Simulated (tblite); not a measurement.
# C5H9NO2Si: the cost of one run

Computed with tblite 0.8.0 and PySCF 2.14.0, with density-fitted response routines of our own, on a single molecule in the gas phase. Atoms are numbered from 0 throughout.

## 1. The molecule as given

18 atoms, charge 0, multiplicity 1; geometry from: force field or distance geometry start.

Bonds of the start (Å): C0–C1 1.20, C1–C2 1.48, C2–C3 1.51, C2–N4 1.45, N4–C5 1.43, C5–O6 1.26, C5–Si7 1.86, Si7–O8 1.70, C0–H9 1.08, C2–H10 1.09, C3–H11 1.11, C3–H12 1.14, C3–H13 1.10, N4–H14 1.05, Si7–H15 1.47, Si7–H16 1.48, O8–H17 0.98.

## 2. Optimising the geometry with GFN2-xTB

What the job is given:

```
{"job": {"kind": "relax", "xc": "GFN2-xTB", "basis": "xTB"}, "charge": 0, "multiplicity": 1}
C     -2.674000     1.377300     1.411100
C     -2.067300     0.815900     0.538200
C     -1.275300     0.123900    -0.507800
C     -1.976700    -1.175700    -0.835600
N      0.025300    -0.248400     0.024100
C      1.210300     0.296000    -0.568400
O      1.169900     1.104600    -1.539800
Si     2.862200    -0.190200     0.127200
O      3.878400     1.133100     0.449600
H     -3.231000     1.877900     2.190400
H     -1.224700     0.821500    -1.345700
H     -3.074200    -1.047100    -0.760600
H     -1.661500    -1.894300    -0.006500
H     -1.633900    -1.627600    -1.780700
H      0.060300    -0.912700     0.831900
H      2.569700    -0.930300     1.369000
H      3.485400    -1.105500    -0.858400
H      3.548300     1.588200     1.250300
```

Launch:

```
$ OMP_NUM_THREADS=1 python probes_run.py task.json out
```

The driver reads the jobs from task.json and runs them one after another.

**Question.** How long does this first job take on 1 thread of Arm Neoverse N1, shared host?

About 2.5 s.
